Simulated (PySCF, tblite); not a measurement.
# C₆H₁₂B₂: geometry, infrared bands and NMR shifts

Wanted: the infrared bands and NMR shifts of C₆H₁₂B₂ (`C=C1CBC(C)BC1`), by calculation.

The runs use tblite 0.8.0 and PySCF 2.14.0, with density-fitted response routines of our own; the level of theory stands in each step. All values are computed, except where a source is named. Atoms are numbered from 0 throughout.

## (1) The starting structure

20 atoms, charge 0, multiplicity 1; geometry from: force field or distance geometry start.

Bonds of the start (Å): C0–C1 1.34, C1–C2 1.46, C2–B3 1.60, B3–C4 1.60, C4–C5 1.52, C4–B6 1.60, B6–C7 1.59, C7–C1 1.48, C0–H8 1.09, C0–H9 1.10, C2–H10 1.13, C2–H11 1.13, B3–H12 1.19, C4–H13 1.10, C5–H14 1.10, C5–H15 1.08, C5–H16 1.13, B6–H17 1.20, C7–H18 1.10, C7–H19 1.11.

## (2) Relaxing the molecule with GFN2-xTB

What the job is given:

```
{"job": {"kind": "relax", "xc": "GFN2-xTB", "basis": "xTB"}, "charge": 0, "multiplicity": 1}
C      2.888000     0.203200    -0.158300
C      1.559000     0.114800    -0.341400
C      0.843600     1.296900    -0.805100
B     -0.736100     1.239300    -0.588000
C     -1.398800     0.197000     0.434700
C     -2.537900    -0.592100    -0.197200
B     -0.338400    -0.883500     0.937600
C      0.875000    -1.163400    -0.044100
H      3.449300    -0.666300     0.196900
H      3.413600     1.146600    -0.357700
H      1.235000     2.232400    -0.317400
H      1.068000     1.478500    -1.896500
H     -1.324600     2.265300    -0.681000
H     -1.830800     0.759700     1.277200
H     -2.166100    -1.563700    -0.559100
H     -3.079300    -0.027100    -0.942000
H     -3.249200    -0.791600     0.656700
H     -0.804100    -1.834700     1.491200
H      1.576900    -1.816200     0.501000
H      0.552000    -1.584300    -1.020300
```

Command:

```
$ OMP_NUM_THREADS=1 python probes_run.py task.json out
```

The driver reads the jobs from task.json and runs them one after another.

**Question.** This job is followed by: GFN2-xTB harmonic vibrations, gas phase; GIAO PBE0/pcSseg-1 NMR shielding, non-relativistic, gas phase. What will the session give for the following? strongest single infrared mode (GFN2-xTB); zero-point energy (GFN2-xTB); 13C shifts against TMS (PBE0/pcSseg-1, means over atoms taken as alike); 1H shifts against TMS (PBE0/pcSseg-1, means over atoms taken as alike); 11B shifts against BF3·OEt2 (PBE0/pcSseg-1, means over atoms taken as alike); surface potential, 1st and 99th percentile.

As calculated:

| quantity | value |
| --- | --- |
| strongest single infrared mode (GFN2-xTB) | 2623 cm⁻¹, 192 km/mol |
| zero-point energy (GFN2-xTB) | 103.2 kcal/mol |
| 13C shifts against TMS (PBE0/pcSseg-1, means over atoms taken as alike) | 157.9, 111.4, 59.8, 44.8, 16.8 ppm |
| 1H shifts against TMS (PBE0/pcSseg-1, means over atoms taken as alike) | 8.03, 4.93, 2.63, 2.10, 1.97, 1.71 ppm |
| 11B shifts against BF3·OEt2 (PBE0/pcSseg-1, means over atoms taken as alike) | 90.2 ppm |
| surface potential, 1st and 99th percentile | -0.74 V and 1.39 V |

In words: Relaxing lowered the energy by 1.165 eV in 186 steps; the close pair that moved most is C1–C2, from 1.457 to 1.502 Å. No mode is imaginary among the 54: a minimum at this level. GFN2-xTB is a fitted tight-binding method: band positions and strengths are rough. Its intensities can rank the bands wrongly. The most deshielded carbon is C1 (fully substituted alkene carbon), at 157.9 ppm: as expected for a trigonal carbon in a double bond. At PBE0/pcSseg-1: The widest tensor belongs to C1: span 252 ppm, with a paramagnetic part of -234 ppm. By nearest atom (PBE0/pcSseg-1), the HOMO sits on C0 38 %; C1 26 % and the LUMO on B3, B6 about 28 % each; H12, H13, H17 about 8 % each.
